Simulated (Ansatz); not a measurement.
# CH6GeOSi: the cost of one run

All numbers are computed with Ansatz 0.2.0, driven from Python. Level of theory: r2SCAN+D4/def2-SVP.

## (1) Starting point

Bond lengths: Si1–C2 1.871 Å, C2–O3 1.338 Å, C2–Ge4 1.954 Å, O3–Ge4 1.874 Å, Si1–H5 1.478 Å, Si1–H6 1.404 Å, Si1–H7 1.509 Å, C2–H8 1.071 Å, Ge4–H9 1.565 Å, Ge4–H10 1.479 Å. Angles (14 of 19 angles, heavy atoms first): Si1–C2–O3 111.2°, Si1–C2–Ge4 109.7°, O3–C2–Ge4 66.4°, C2–O3–Ge4 72.8°, C2–Ge4–O3 40.8°, Si1–C2–H8 123.3°, O3–C2–H8 113.3°, Ge4–C2–H8 119.3°, C2–Si1–H5 108.0°, C2–Si1–H6 113.6°, C2–Si1–H7 108.3°, C2–Ge4–H9 113.0°, C2–Ge4–H10 119.9°, O3–Ge4–H9 102.6°.

No structure file is read: the coordinates are typed or built in the script.

## (2) The code

File ch6geosi.py:

```python
"""Stretching a bond of CH6GeOSi, the rest held rigid."""

import ansatz as az
import numpy as np

geometry_ang = [
    ("Si", (0.3413, 1.2773, 0.66)),
    ("C", (-0.7982, -0.0903, 0.0842)),
    ("O", (-0.5147, -1.2449, 0.697)),
    ("Ge", (0.1945, -1.3469, -1.0347)),
    ("H", (-0.2388, 1.8702, 1.8829)),
    ("H", (1.6637, 0.8558, 0.8733)),
    ("H", (0.3333, 2.37, -0.3813)),
    ("H", (-1.8459, 0.0509, -0.088)),
    ("H", (-0.7244, -2.4135, -1.7174)),
    ("H", (1.6723, -1.3798, -0.9731)),
]
ch6geosi = az.Crystal.molecule()
for symbol, xyz in geometry_ang:
    ch6geosi = ch6geosi.atom(symbol, xyz)

symbols = [site.symbol for site in ch6geosi.cartesian_sites]
start = np.array([site.position_ang for site in ch6geosi.cartesian_sites])
axis = (start[9] - start[3]) / np.linalg.norm(start[9] - start[3])
moving = [9]
lengths, energies = [1.302, 1.361, 1.42, 1.479, 1.539, 1.598, 1.657, 1.746], []
for length in lengths:
    xyz = start.copy()
    xyz[moving] += (length - np.linalg.norm(start[9] - start[3])) * axis
    point = az.Crystal.molecule()
    for symbol, place in zip(symbols, xyz):
        point = point.atom(symbol, place.tolist())
    job = point.calculation().basis(gaussian="def2-SVP").functional("r2SCAN", dispersion="d4")
    summary = job.run(threads=1).report
    energies.append(summary["free_energy_ev"])
    print(f"r = {length:6.3f} A  E = {energies[-1]:.5f} eV  <S^2> = {abs(summary['mean_field']['state']['spin_squared']):.3f}")

# quartic fit about the minimum
fit = np.polynomial.Polynomial.fit(lengths, np.array(energies) - min(energies), 4).convert()
roots = [r.real for r in fit.deriv().roots() if abs(r.imag) < 1e-9 and fit.deriv(2)(r.real) > 0]
r_e = min(roots, key=lambda r: abs(r - lengths[int(np.argmin(energies))]))
print(f"minimum of the fit at {r_e:.4f} A, force constant {fit.deriv(2)(r_e):.2f} eV/A^2")
```

## (3) What the engine is handed

The package turns the script's settings into the engine's input (first run):

```yaml
crystal:
  periodic: [false, false, false]
  atoms:
    - { symbol: Si, position_ang: [0.3413, 1.2773, 0.66] }
    - { symbol: C, position_ang: [-0.7982, -0.0903, 0.0842] }
    - { symbol: O, position_ang: [-0.5147, -1.2449, 0.697] }
    - { symbol: Ge, position_ang: [0.1945, -1.3469, -1.0347] }
    - { symbol: H, position_ang: [-0.2388, 1.8702, 1.8829] }
    - { symbol: H, position_ang: [1.6637, 0.8558, 0.8733] }
    - { symbol: H, position_ang: [0.3333, 2.37, -0.3813] }
    - { symbol: H, position_ang: [-1.8459, 0.0509, -0.088] }
    - { symbol: H, position_ang: [-0.7244, -2.4135, -1.7174] }
    - { symbol: H, position_ang: [1.4950486468271922, -1.375853884477341, -0.9804884716168932] }
basis:
  gaussian:
    orbitals: def2-SVP
hamiltonian:
  xc: r2scan
  dispersion: d4
```

## (4) The run

Started as:

```console
python ch6geosi.py
```

**Question.** How long does this script take on 1 thread of Arm Neoverse V2, shared host, and how much memory does it need?

About 44 s, with a peak of 0.24 GiB.
